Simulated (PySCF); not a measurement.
# SiPd: from the state search to spectroscopic constants, part 2 of 2

PySCF 2.14.0; Si def2-TZVPP, Pd def2-TZVPP with ECP28; scalar-relativistic core potentials.

## 12. ωB97M-V

Log of the SCF at 2.094 Å:

```text
[... 13 set-up lines left out, the same as in an earlier log ...]
max_memory 4200 MB (current use 901 MB)
[... 3 set-up lines left out, the same as in an earlier log ...]
XC functionals = WB97M_V
    N. Mardirossian and M. Head-Gordon.,  J. Chem. Phys. 144, 214110 (2016)
** Following is NLC and NLC Grids **
NLC functional = WB97M_V
[... 2 set-up lines left out, the same as in an earlier log ...]
init E= -417.251111374337
cycle= 1 E= -417.252545820777  delta_E= -0.00143  |g|= 0.0331  |ddm|= 0.117
cycle= 2 E= -417.251836894022  delta_E= 0.000709  |g|= 0.0599  |ddm|= 0.0744
cycle= 3 E= -417.253039609399  delta_E= -0.0012  |g|= 0.00708  |ddm|= 0.034
cycle= 4 E= -417.253090813358  delta_E= -5.12e-05  |g|= 0.00354  |ddm|= 0.017
cycle= 5 E= -417.253110144747  delta_E= -1.93e-05  |g|= 0.000993  |ddm|= 0.0128
cycle= 6 E= -417.253113867881  delta_E= -3.72e-06  |g|= 0.000497  |ddm|= 0.00624
cycle= 7 E= -417.253114228804  delta_E= -3.61e-07  |g|= 8.29e-05  |ddm|= 0.00163
cycle= 8 E= -417.253114256148  delta_E= -2.73e-08  |g|= 2.17e-05  |ddm|= 0.000463
cycle= 9 E= -417.253114258011  delta_E= -1.86e-09  |g|= 1.15e-05  |ddm|= 0.000102
cycle= 10 E= -417.25311425828  delta_E= -2.68e-10  |g|= 2.76e-06  |ddm|= 3.85e-05
Extra cycle  E= -417.253114258302  delta_E= -2.2e-11  |g|= 1.56e-06  |ddm|= 7.71e-06
converged SCF energy = -417.253114258302  <S^2> = 3.5527137e-15  2S+1 = 1
```

Re = 2.091 Å, ωe = 485 cm⁻¹, ωexe = 1.66 cm⁻¹, αe = 0.000803 cm⁻¹, Be = 0.1742 cm⁻¹, De = 2.82 eV, μ = 0.41 D. 2 min of CPU time for 12 points, integrals apart.

## 13. RHF

Output of the SCF at 2.094 Å:

```text
******** <class 'pyscf.scf.hf_symm.SymAdaptedRHF'> ********
method = SymAdaptedRHF
[... 11 set-up lines left out, the same as in an earlier log ...]
max_memory 4200 MB (current use 1008 MB)
Overwritten attributes  get_k get_hcore get_occ get_j get_jk  of <class 'pyscf.scf.hf_symm.SymAdaptedRHF'>
<class 'pyscf.scf.hf_symm.SymAdaptedRHF'> does not have attributes  refdm
[... 1 set-up line left out, the same as in an earlier log ...]
init E= -415.86880884269
cycle= 1 E= -415.885119812239  delta_E= -0.0163  |g|= 0.148  |ddm|=  0.4
cycle= 2 E= -415.885079342533  delta_E= 4.05e-05  |g|= 0.178  |ddm|= 0.328
cycle= 3 E= -415.890889395514  delta_E= -0.00581  |g|= 0.031  |ddm|= 0.104
cycle= 4 E= -415.891683801763  delta_E= -0.000794  |g|= 0.0115  |ddm|= 0.11
cycle= 5 E= -415.891841581203  delta_E= -0.000158  |g|= 0.00433  |ddm|= 0.044
cycle= 6 E= -415.891875145173  delta_E= -3.36e-05  |g|= 0.00155  |ddm|= 0.0202
cycle= 7 E= -415.89187818272  delta_E= -3.04e-06  |g|= 0.000374  |ddm|= 0.00697
cycle= 8 E= -415.891878285797  delta_E= -1.03e-07  |g|= 9.57e-05  |ddm|= 0.00103
cycle= 9 E= -415.89187829832  delta_E= -1.25e-08  |g|= 4.79e-05  |ddm|= 0.000392
cycle= 10 E= -415.891878301785  delta_E= -3.46e-09  |g|= 1.62e-05  |ddm|= 0.000208
cycle= 11 E= -415.891878302182  delta_E= -3.97e-10  |g|= 3.26e-06  |ddm|= 7.3e-05
Extra cycle  E= -415.89187830219  delta_E= -8.7e-12  |g|= 2.67e-06  |ddm|= 6.97e-06
converged SCF energy = -415.89187830219
```

Re = 2.145 Å, ωe = 409 cm⁻¹, ωexe = 2.05 cm⁻¹, αe = 0.000988 cm⁻¹, Be = 0.1655 cm⁻¹, De = 0.315 eV, μ = 1.29 D. 11 s of CPU time for 12 points, integrals apart.

## 14. Adding correlation

Reference: RHF; core orbitals frozen: 5; virtual orbitals above 20 hartree dropped in coupled cluster: 2. MP2 keeps all virtuals, so it differs from the MP2 energy in the coupled-cluster log.

Log of the coupled-cluster run at 2.094 Å:

```text
******** <class 'pyscf.cc.ccsd.CCSD'> ********
CC2 = 0
CCSD nocc = 11, nmo = 91
frozen orbitals [0, 1, 2, 3, 4, 96, 97]
max_cycle = 80
direct = 0
conv_tol = 1e-07
conv_tol_normt = 1e-05
diis_space = 8
diis_start_cycle = 0
diis_start_energy_diff = 1e+09
max_memory 4200 MB (current use 1015 MB)
Init t2, MP2 energy = -416.705896908804  E_corr(MP2) -0.814018606613506
Init E_corr(CCSD) = -0.814018606616098
cycle = 1  E_corr(CCSD) = -0.709229589686728  dE = 0.104789017  norm(t1,t2) = 0.169116
cycle = 2  E_corr(CCSD) = -0.774976289159302  dE = -0.0657466995  norm(t1,t2) = 0.12347
cycle = 3  E_corr(CCSD) = -0.759818060014247  dE = 0.0151582291  norm(t1,t2) = 0.132482
cycle = 4  E_corr(CCSD) = -0.757307652446923  dE = 0.00251040757  norm(t1,t2) = 0.0296179
cycle = 5  E_corr(CCSD) = -0.761556497103558  dE = -0.00424884466  norm(t1,t2) = 0.0142535
cycle = 6  E_corr(CCSD) = -0.762469569633102  dE = -0.00091307253  norm(t1,t2) = 0.0050463
cycle = 7  E_corr(CCSD) = -0.761816992167311  dE = 0.000652577466  norm(t1,t2) = 0.00292153
cycle = 8  E_corr(CCSD) = -0.761531416537474  dE = 0.00028557563  norm(t1,t2) = 0.00140674
cycle = 9  E_corr(CCSD) = -0.761642135363745  dE = -0.000110718826  norm(t1,t2) = 0.000481645
cycle = 10  E_corr(CCSD) = -0.761687786842693  dE = -4.56514789e-05  norm(t1,t2) = 0.000277364
cycle = 11  E_corr(CCSD) = -0.761676915108268  dE = 1.08717344e-05  norm(t1,t2) = 9.29685e-05
cycle = 12  E_corr(CCSD) = -0.761674154647173  dE = 2.7604611e-06  norm(t1,t2) = 5.54577e-05
cycle = 13  E_corr(CCSD) = -0.76167675440208  dE = -2.59975491e-06  norm(t1,t2) = 2.65742e-05
cycle = 14  E_corr(CCSD) = -0.761676590202294  dE = 1.64199787e-07  norm(t1,t2) = 1.31405e-05
cycle = 15  E_corr(CCSD) = -0.761677598904417  dE = -1.00870212e-06  norm(t1,t2) = 4.43808e-06
cycle = 16  E_corr(CCSD) = -0.761677493056455  dE = 1.05847962e-07  norm(t1,t2) = 2.49384e-06
cycle = 17  E_corr(CCSD) = -0.761677449760116  dE = 4.32963392e-08  norm(t1,t2) = 1.09913e-06
CCSD converged
E(CCSD) = -416.6535557519506  E_corr = -0.7616774497601161
CCSD(T) correction = -0.0430423606039783
```

Correlation energy (eV) along the bond:

```
R (Å)      MP2  SCS-MP2     CCSD  CCSD(T)     T1
1.801  -22.569  -20.752      n/a      n/a    n/a
1.885  -22.509  -20.700  -20.910  -22.039  0.035
1.968  -22.398  -20.604  -20.852  -22.000  0.039
2.031  -22.290  -20.511  -20.793  -21.954  0.042
2.094  -22.165  -20.404  -20.726  -21.898  0.045
2.157  -22.028  -20.286  -20.652  -21.832  0.048
2.241  -21.830  -20.118  -20.547  -21.735  0.051
2.345  -21.569  -19.896  -20.408  -21.601  0.054
2.471  -21.245  -19.624  -20.238  -21.428  0.057
2.638  -20.824  -19.272      n/a      n/a    n/a
```

RHF-MP2: Re = 2.038 Å, ωe = 568 cm⁻¹, ωexe = 1.50 cm⁻¹, αe = 0.000693 cm⁻¹, Be = 0.1835 cm⁻¹, De = 3.61 eV.

RHF-SCS-MP2: Re = 2.048 Å, ωe = 548 cm⁻¹, ωexe = 1.56 cm⁻¹, αe = 0.000726 cm⁻¹, Be = 0.1815 cm⁻¹, De = 3.24 eV.

RHF-CCSD: Re = 2.077 Å, ωe = 502 cm⁻¹, ωexe = 1.72 cm⁻¹, αe = 0.000797 cm⁻¹, Be = 0.1766 cm⁻¹, De = 2.63 eV.

RHF-CCSD(T): Re = 2.084 Å, ωe = 500 cm⁻¹, ωexe = 1.63 cm⁻¹, αe = 0.000779 cm⁻¹, Be = 0.1753 cm⁻¹, De = 3.21 eV.

## 15. The curves together

Energy (eV) from each level's lowest point:

```
R (Å)    RHF  RHF-MP2  RHF-SCS-MP2  RHF-CCSD  RHF-CCSD(T)    PBE  r²SCAN  TPSSh   PBE0   MN15  BHandHLYP  ωB97M-V  B2PLYP
1.801  1.438    1.053        1.091       n/a          n/a  1.357   1.242  1.319  1.252  1.134      1.236    1.269   1.285
1.885  0.711    0.386        0.416     0.508        0.551  0.615   0.537  0.590  0.548  0.467      0.547    0.560   0.561
1.968  0.283    0.069        0.084     0.139        0.162  0.202   0.157  0.188  0.166  0.120      0.171    0.173   0.168
2.031  0.106    0.000        0.000     0.020        0.030  0.051   0.028  0.044  0.034  0.012      0.038    0.037   0.033
2.094  0.019    0.038        0.020     0.000        0.000  0.000   0.000  0.000  0.000  0.000      0.000    0.000   0.000
2.157  0.000    0.157        0.119     0.055        0.047  0.026   0.048  0.033  0.040  0.060      0.033    0.038   0.045
2.241  0.052    0.406        0.339     0.213        0.196  0.147   0.198  0.165  0.178  0.222      0.157    0.172   0.195
2.345  0.197    0.813        0.706     0.497        0.475  0.391   0.476  0.421  0.440  0.508      0.395    0.428   0.478
2.471  0.431    1.370        1.212     0.901        0.882  0.760   0.884  0.805  0.826  0.918      0.744    0.805   0.898
2.638  0.765    2.125        1.898       n/a          n/a  1.299   1.470  1.359  1.379  1.496      1.239    1.342   1.511
```

The whole job (state search and all levels along the bond) took 9.4 min on 2 threads of Arm Neoverse V1 (shared host), peak memory 2.9 GiB.

## 16. What came out

What follows sums up all 2 parts.

Lowest PBE0 solution found, without spin–orbit coupling: ¹Σ⁺ (singlet), closed shell. State 2 has its PBE0 minimum 0.29 eV higher. State 3 has its PBE0 minimum 0.45 eV higher, as a spin-mixed determinant (⟨S²⟩ = 1.02), so this is no gap between pure states. State 4 has its PBE0 minimum 1.29 eV higher. The other levels ran on the lowest alone.

```
      level  Re (Å)  ωe (cm⁻¹)  De (eV)  μ (D)
        RHF   2.145        409    0.315   1.29
    RHF-MP2   2.038        568     3.61    n/a
RHF-SCS-MP2   2.048        548     3.24    n/a
   RHF-CCSD   2.077        502     2.63    n/a
RHF-CCSD(T)   2.084        500     3.21    n/a
        PBE   2.102        479     3.83  -0.37
     r²SCAN   2.083        497     3.74   0.02
      TPSSh   2.095        486     3.38   0.20
       PBE0   2.088        486     3.04   0.13
       MN15   2.071        499     3.34  -0.18
  BHandHLYP   2.093        471     2.28   0.30
    ωB97M-V   2.091        485     2.82   0.41
     B2PLYP   2.086        500     3.37   0.38
```

De is counted to Si + Pd in their ground configurations. A positive dipole means Si(−)Pd(+).

Time per point (s) on 2 threads of Arm Neoverse V1, shared host (CPU time, shared integrals of 0.57 s apart; correlated levels include their reference; CCSD comes with the CCSD(T) run); the times are rough: RHF 0.91, RHF-MP2 1.5, RHF-SCS-MP2 1.5, RHF-CCSD(T) 51, PBE 2.4, r²SCAN 4.4, TPSSh 5.3, PBE0 4.9, MN15 4, BHandHLYP 2.3, ωB97M-V 10, B2PLYP 3.5.

**Reading.** Bond lengths run from 2.038 Å (RHF-MP2) to 2.145 Å (RHF). Among the levels with a De in the table, it runs from 0.315 eV (RHF) to 3.83 eV (PBE).

Correlated steps freeze 5 core orbitals. B2PLYP dipoles, levels and charges come from its SCF part alone. T1 is 0.045 near the minimum (highest on the curve 0.057), which may point to more than one leading configuration. Spin–orbit coupling is left out.
